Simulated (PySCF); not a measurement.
**C5H6F2: electronic excitations and core binding energies**

Aim: predict the electronic excitations and core binding energies of C5H6F2 (`CC1=CC(F)(F)C1`).

Programs: PySCF 2.14.0, with density-fitted response routines of our own. Each step states its level of theory. These are calculated values for one molecule in the gas phase, unless marked as measured. Atoms are numbered from 0 throughout.

**1. The starting structure**

13 atoms, charge 0, multiplicity 1; geometry from: GFN2-xTB.

Bonds of the start (Å): C0–C1 1.48, C1–C2 1.34, C2–C3 1.50, C3–F4 1.36, C3–F5 1.36, C3–C6 1.55, C6–C1 1.52, C0–H7 1.09, C0–H8 1.09, C0–H9 1.09, C2–H10 1.07, C6–H11 1.09, C6–H12 1.09.

**2. Ultraviolet spectrum: B3LYP/def2-SVPD**

The job: settings as JSON, then the geometry in Å.

```
{"job": {"kind": "uv", "xc": "B3LYP", "basis": "def2-SVPD", "nstates": 8, "ntriplets": 3}, "charge": 0, "multiplicity": 1}
C      1.876794    -0.174522    -0.334411
C      0.424614    -0.165247    -0.072031
C     -0.515222    -1.093715     0.128423
C     -1.602768    -0.070281     0.289840
F     -2.605620    -0.090297    -0.627528
F     -2.226353    -0.022417     1.496601
C     -0.521821     1.011049     0.059623
H      2.399108     0.373591     0.449069
H      2.253263    -1.192863    -0.372061
H      2.086776     0.322236    -1.281082
H     -0.539229    -2.164188     0.169590
H     -0.359278     1.662522     0.916186
H     -0.674652     1.604618    -0.839947
```

Level: TDDFT B3LYP/def2-SVPD, vertical, gas phase, core orbitals frozen in the response.

Command:

```sh
OMP_NUM_THREADS=1 python probes_run.py task.json out
```

This one command runs all jobs of the session in turn.

**Question.** This job is followed by: delta-SCF UKS SCAN, pcX-2 on the ionised atom, pcseg-1 elsewhere, spin-free X2C. What will the session give for the following? lowest singlet (B3LYP/def2-SVPD); brightest single state of those computed; lowest triplet; surface potential, 1st and 99th percentile; C1s binding energies, SCAN/pcX-2 (standing for 4 of 5 atoms); F1s binding energies, SCAN/pcX-2.

As calculated:

| quantity | value |
| --- | --- |
| lowest singlet (B3LYP/def2-SVPD) | 6.99 eV (177 nm), f = 0.000 |
| brightest single state of those computed | state 2, 6.99 eV, f = 0.267 |
| lowest triplet | 4.42 eV |
| surface potential, 1st and 99th percentile | -1.08 V and 1.05 V |
| C1s binding energies, SCAN/pcX-2 (standing for 4 of 5 atoms) | C3 295.19, C0 291.33, C6 291.10, C2 290.43 eV |
| F1s binding energies, SCAN/pcX-2 | F4 692.64 eV |

In words: The first singlet state (HOMO→LUMO+1 0.97) lies at 6.99 eV and is dark; of the 8 states computed, the strongest absorption comes from state 2 at 6.99 eV. The lowest triplet lies 2.57 eV below the lowest singlet (triplets in Tamm-Dancoff, singlets in full TDDFT). At B3LYP/def2-SVPD, counted by nearest atom on the grid, the HOMO lies on C2 41 %; C1 29 %, the LUMO on C1 38 %; C2 27 %. C3 (allylic fully substituted sp3 carbon bonded to 2 F) binds its C1s electron 4.76 eV more tightly than C2 (alkene CH). Only 4 of the 5 C atoms are covered by sound results.
